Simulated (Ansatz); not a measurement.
# BrH7O2Si3: up Jacob's ladder to CCSD(T)

An exercise on one series of results from a longer session: the logs are not shown, and one member is left open.

The runs use Ansatz 0.2.0, Gaussian basis; functionals in def2-TZVPP, the program's frozen cores in correlated methods.

Levels to be run: PBE-D4, r2SCAN-D4, PBE0-D4, B3LYP-D4, ωB97X-V, ωB97M-V, B2PLYP; CCSD(T)/def2-TZVPP; MP2/def2-QZVPP; extrapolation to the limit.

**The geometry**

An earlier PBE0-D4 in a triple-zeta def2 set relaxation fixed the geometry.

SMILES `[SiH3]O[SiH](Br)O[SiH3]`, 13 atoms, charge 0, spin multiplicity 1.

Atoms are counted from 1 here; the program's logs count them from 0.

Bond lengths: Si1–O2 1.646 Å, Si1–H7 1.482 Å, Si1–H8 1.483 Å, Si1–H9 1.485 Å, O2–Si3 1.613 Å, Si3–Br4 2.225 Å, Si3–O5 1.613 Å, Si3–H10 1.468 Å, O5–Si6 1.646 Å, Si6–H11 1.483 Å, Si6–H12 1.485 Å, Si6–H13 1.482 Å. Angles: O2–Si1–H7 107.3°, O2–Si1–H8 109.8°, O2–Si1–H9 109.9°, H7–Si1–H8 110.1°, H7–Si1–H9 109.9°, H8–Si1–H9 109.7°, Si1–O2–Si3 144.3°, O2–Si3–Br4 108.6°, O2–Si3–O5 111.4°, O2–Si3–H10 109.6°, Br4–Si3–O5 108.6°, Br4–Si3–H10 109.1°, O5–Si3–H10 109.5°, Si3–O5–Si6 144.4°, O5–Si6–H11 109.8°, O5–Si6–H12 109.9°, O5–Si6–H13 107.3°, H11–Si6–H12 109.7° and more.

Set-up of the first run:

in.yaml reads:

```yaml
crystal:
  periodic: [false, false, false]
  atoms:
    - {symbol: Si, position_ang: [1.930424, -0.411896, -1.506276]}
    - {symbol: O, position_ang: [0.301590, -0.173234, -1.509238]}
    - {symbol: Si, position_ang: [-0.905669, 0.634329, -0.807022]}
    - {symbol: Br, position_ang: [-0.140697, 2.614124, -0.140051]}
    - {symbol: O, position_ang: [-1.473945, -0.157516, 0.478435]}
    - {symbol: Si, position_ang: [-1.274834, -0.405347, 2.093506]}
    - {symbol: H, position_ang: [2.205730, -1.585341, -2.367761]}
    - {symbol: H, position_ang: [2.616027, 0.787771, -2.044472]}
    - {symbol: H, position_ang: [2.400134, -0.678178, -0.123150]}
    - {symbol: H, position_ang: [-1.989354, 0.838824, -1.775641]}
    - {symbol: H, position_ang: [-1.689773, 0.804897, 2.843350]}
    - {symbol: H, position_ang: [0.148204, -0.712262, 2.386364]}
    - {symbol: H, position_ang: [-2.127828, -1.556171, 2.471948]}
basis:
  gaussian: {orbitals: def2-TZVPP}
hamiltonian: {xc: pbe, dispersion: d4}
output: {forces: true, orbitals: {seedname: orbitals}}
```

Run with:

```bash
$ ansatz run in.yaml --threads 2 --pin off --events-out ev --progress --plain --max-ram 31744MiB --backend cuda --devices 0, --max-vram 18GiB
```

Among the steps run: PBE-D4 (GGA); r2SCAN-D4 (meta-GGA); PBE0-D4 (hybrid); B3LYP-D4 (hybrid); ωB97X-V (range-separated); ωB97M-V (range-separated); B2PLYP (double hybrid); CCSD(T) in def2-TZVPP; MP2 in def2-QZVPP.

One of the session's tables, all rows but one given; the rest of the session is left out.

| method | atomisation energy (eV) |
| --- | --- |
| PBE-D4 | 46.433 |
| r2SCAN-D4 | 46.905 |
| PBE0-D4 | 46.062 |
| B3LYP-D4 | 46.676 |
| ωB97X-V | 47.195 |
| ωB97M-V | 46.966 |
| B2PLYP | 46.247 |
| HF/def2-TZVPP | 35.366 |
| MP2/def2-TZVPP | ? |
| CCSD/def2-TZVPP | 45.243 |
| CCSD(T)/def2-TZVPP | 45.782 |
| MP2/CBS | 47.954 |
| CCSD(T)/CBS | 47.249 |

**Question.** Estimate the row for MP2/def2-TZVPP.

The run gave: atomisation energy (eV): 46.488. In the column «atomisation energy (eV)» it lies between PBE-D4 (46.433) and B3LYP-D4 (46.676).

To keep in mind: Free atoms (3 Si, 2 O, 1 Br, 7 H) were run apart at each level; the atomisation energy is their sum less the molecule, without zero-point or spin-orbit terms.
